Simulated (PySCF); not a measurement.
**Eu2S2: other functionals and bases at one geometry**

One table from this session's results is given with a row withheld; the runs are named, their logs left out.

Method: several levels, as the steps say, no spin–orbit coupling; program: PySCF 2.14.0.

4 further runs of the same task are left out: 2 for a known fault of the program, 2 that didn't finish.

## Where the work starts

4 atoms, charge 0, spin multiplicity 1.

Bond lengths: Eu1–Eu2 3.707 Å, Eu1–S3 2.688 Å, Eu1–S4 2.688 Å, Eu2–S3 2.688 Å, Eu2–S4 2.688 Å. Angles: Eu2–Eu1–S3 46.4°, Eu2–Eu1–S4 46.4°, S3–Eu1–S4 92.8°, Eu1–Eu2–S3 46.4°, Eu1–Eu2–S4 46.4°, S3–Eu2–S4 92.8°, Eu1–S3–Eu2 87.2°, Eu1–S4–Eu2 87.2°.

As a file:

```mol
Eu2S2
  3D, bonds by distance, orders not assigned

  4  5  0  0  0  0  0  0  0  0999 V2000
    0.0000    0.0000    1.8537 Eu  0  0
   -0.0000   -0.0000   -1.8537 Eu  0  0
    1.9460   -0.0000   -0.0000 S   0  0
   -1.9460    0.0000    0.0000 S   0  0
  1  2  8  0
  1  3  8  0
  1  4  8  0
  2  3  8  0
  2  4  8  0
M  END
```

Formal oxidation states: Eu +2. Each metal's 7 4f electrons lie in its core potential, so multiplicities, spins and levels count the valence alone. An earlier session relaxed this geometry at PBE0, Eu lcecp-0-SVP with ECP53, S def2-SVP (singlet, point group D2h).

At PBE0 on the finer grid: E = -854.782309 Eh, frontier levels not given, since the 4f levels lie in the core, Mulliken charge on Eu1 +0.58 e, largest force component 0.005 eV/Å. 

Levels to run: TPSS; HF; r2SCAN; wB97X; PBE0, TZVP. Hardware: 2 threads of Arm Neoverse V1, shared host.

Set-up of the first run:

Contents of run.py (the lines that set the calculation):

```python
mol = gto.M(atom='''
Eu     0.00000     0.00000     1.85374
Eu     0.00000     0.00000    -1.85374
S      1.94603     0.00000     0.00000
S     -1.94603     0.00000     0.00000''',
    basis={'Eu': 'lcecp-0-SVP', 'S': 'def2-SVP'},
    ecp={'Eu': 'lcecp-0-SVP'},
    charge=0, spin=0)
mf = dft.RKS(mol, xc='TPSS')
mf.grids.atom_grid = (75, 302)  # f atoms: unpruned, at least (60, 302)
mf = mf.density_fit()  # fitting sets: Eu AutoAux, S def2-universal-JKFIT
mf.conv_tol = 1e-08; mf.max_cycle = 55
mf.kernel(dm0)  # dm0: the density of the relaxed state
```

On the command line:

```sh
$ OMP_NUM_THREADS=2 python run.py
```

Among the steps run: TPSS; HF; r2SCAN; wB97X; PBE0, TZVP.

One of the session's tables, all rows but one given; the rest of the session is left out.

```
              level  charge on Eu1 (e)  largest force component (eV/Å)
PBE0 (relaxed here)               0.58                            0.00
               TPSS                  ?                               ?
                 HF               0.79                            0.72
             r2SCAN               0.58                            0.14
              wB97X               0.62                            0.12
         PBE0, TZVP               0.91                            0.20
```

Q: Estimate the row for TPSS from the others.

**Answer.** charge on Eu1 (e): 0.55; largest force component (eV/Å): 0.21. In the column «charge on Eu1 (e)» it is the lowest.

The largest leftover force, 0.72 eV/Å with HF, stands at a geometry relaxed at another level. With 4f in the core, its levels are missing from HOMO and gap, and its count is fixed, so no charge can pass from the ligands into it. Total energies of different levels can't be compared.
